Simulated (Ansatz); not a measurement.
A trace of molecular dynamics of a periodic cell of 25 atoms, Li16Al8Cu (host Li2Al, host structure Cmcm, interstitial Cu).

Level of theory: Ansatz 0.2.0, DFT PBEsol, scalar-relativistic, plane waves, PAW. Settings: cutoff 420 eV, k mesh 3x3x2, fermi-dirac smearing 0.15 eV, no spin polarisation.

```yaml
ensemble: NVE (velocity Verlet)
starting_velocities_drawn_for: 2100 K
seed: 981374
```

```csv
time (fs),T (K),potential energy less start (eV),conserved less start (meV/atom)
0.0,2100,0.000,0.00
4.0,2077,0.072,0.02
8.0,2040,0.187,0.04
12.0,2020,0.248,0.04
16.0,2029,0.223,0.04
20.0,2056,0.138,0.03
24.0,2083,0.054,0.02
28.0,2087,0.039,0.01
32.0,2048,0.161,0.00
36.0,1952,0.458,0.00
40.0,1805,0.917,0.02
44.0,1635,1.444,0.04
48.0,1493,1.883,0.06
52.0,1432,2.073,0.08
56.0,1476,1.936,0.07
60.0,1612,1.516,0.04
64.0,1781,0.988,0.00
68.0,1899,0.622,-0.04
72.0,1898,0.626,-0.04
76.0,1787,0.973,0.01
80.0,1650,1.398,0.06
84.0,1582,1.610,0.08
88.0,1626,1.473,0.06
92.0,1747,1.094,0.01
96.0,1852,0.768,-0.04
100.0,1856,0.757,-0.04
```

Q: Can this run be trusted? Judge the integration.

A: The conserved energy stayed within 0.08 meV per atom of its start (net change -0.039 meV per atom), so the integration is sound. A run of 0.1 ps of so small a system gives no equilibrium averages. Limits of this set-up: coarse k mesh. The time step was 1 fs.

Run time: 12 min on 2 threads of Intel(R) Xeon(R) Platinum 8488C (Sapphire Rapids) (shared host), peak memory 0.97 GiB.
